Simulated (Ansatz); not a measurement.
# GaSiH3 (singlet): from Hartree-Fock to the top rungs at a displaced geometry (v1), cc-pVDZ

How much of the correlation energy of GaSiH3 (singlet) does each wave-function method recover here?

Program: Ansatz 0.2.0, Gaussian basis. Level of theory: cc-pVDZ, core rule «outside noble gas», up to 19 orbitals frozen. These are calculated values, not measurements.

Plan: UHF; CCSD(T) on RHF; CCSD(T) on UHF; BCCD(T) on RHF; CISD; CCSDT(Q) on RHF; CCSDT(Q) on UHF.

17 further runs of the same task are left out: 1 for a known fault of the program, 7 that didn't finish, 9 set aside as unsound or not needed.

## (1) The system

The geometry is a PBE0/def2-TZVP stationary point (not a proven minimum) with its atoms shifted at random (size 0.040 Å). No spin-orbit coupling is included. The filled d shell of Ga may be among the frozen orbitals whatever the setting's name suggests; the logs give the count.

5 atoms, charge 0, spin multiplicity 1.

Atoms are counted from 1 here; the program's logs count them from 0.

Bond lengths: Si1–Ga2 2.541 Å, Si1–H3 1.568 Å, Ga2–H4 1.587 Å, Ga2–H5 1.611 Å. Angles: Ga2–Si1–H3 89.8°, Si1–Ga2–H4 124.6°, Si1–Ga2–H5 122.2°, H4–Ga2–H5 113.0°.

Coordinates:

```mol
GaH3Si
  3D, bonds by distance, orders not assigned

  5  4  0  0  0  0  0  0  0  0999 V2000
    0.0016   -0.0806    1.8237 Si  0  0
    0.0008    0.0105   -0.7156 Ga  0  0
    0.0488    1.4858    1.8755 H   0  0
   -0.0540    1.3478   -1.5685 H   0  0
   -0.0964   -1.3172   -1.6222 H   0  0
  1  2  8  0
  1  3  8  0
  2  4  8  0
  2  5  8  0
M  END
```

## (2) UHF

Contents of in.yaml:

```yaml
crystal:
  periodic: [false, false, false]
  atoms:
    - {symbol: Si, position_ang: [0.001641, -0.080578, 1.823726]}
    - {symbol: Ga, position_ang: [0.000808, 0.010537, -0.715611]}
    - {symbol: H, position_ang: [0.048772, 1.485773, 1.875459]}
    - {symbol: H, position_ang: [-0.054005, 1.347806, -1.568523]}
    - {symbol: H, position_ang: [-0.096389, -1.317221, -1.622165]}
basis:
  gaussian: {orbitals: cc-pVDZ}
magnetization: {spin_polarized: true, initial_magnetization: 0}
hamiltonian: {xc: hf}
output: {orbitals: {seedname: orbitals}}
```

Run with:

```
$ ansatz run in.yaml --threads 1 --pin off --events-out ev --progress --plain --max-ram 2393MiB
```

Further steps of the session: CCSD(T) on RHF; CCSD(T) on UHF; BCCD(T) on RHF; CISD; CCSDT(Q) on RHF; CCSDT(Q) on UHF.

**Question.** What will the summary of the whole plan be? Wanted: RCCSDT(Q) below the RHF energy; RMP2 from RCCSDT(Q); UMP2 from RCCSDT(Q); RCCSD from RCCSDT(Q); RCCSD(T) from RCCSDT(Q); UCCSD(T) from RCCSDT(Q); UCCSDT(Q) from RCCSDT(Q); T1 diagnostic.

The runs gave:

| quantity | value |
| --- | --- |
| RCCSDT(Q) below the RHF energy | -5.2600 eV |
| RMP2 from RCCSDT(Q) | +30.64 kcal/mol |
| UMP2 from RCCSDT(Q) | +32.48 kcal/mol |
| RCCSD from RCCSDT(Q) | +3.74 kcal/mol |
| RCCSD(T) from RCCSDT(Q) | +0.88 kcal/mol |
| UCCSD(T) from RCCSDT(Q) | +1.29 kcal/mol |
| UCCSDT(Q) from RCCSDT(Q) | +0.03 kcal/mol |
| levels within 1 kcal/mol (43 meV) | RCCSD(T), BCCD(T), RCCSDT, UCCSDT, UCCSDT(Q) |
| T1 diagnostic | 0.014 |

**Reading.** RCCSD(T) lands +0.88 kcal/mol from the yardstick (0.7 % of the correlation energy). These misses are within one basis, not against nature.
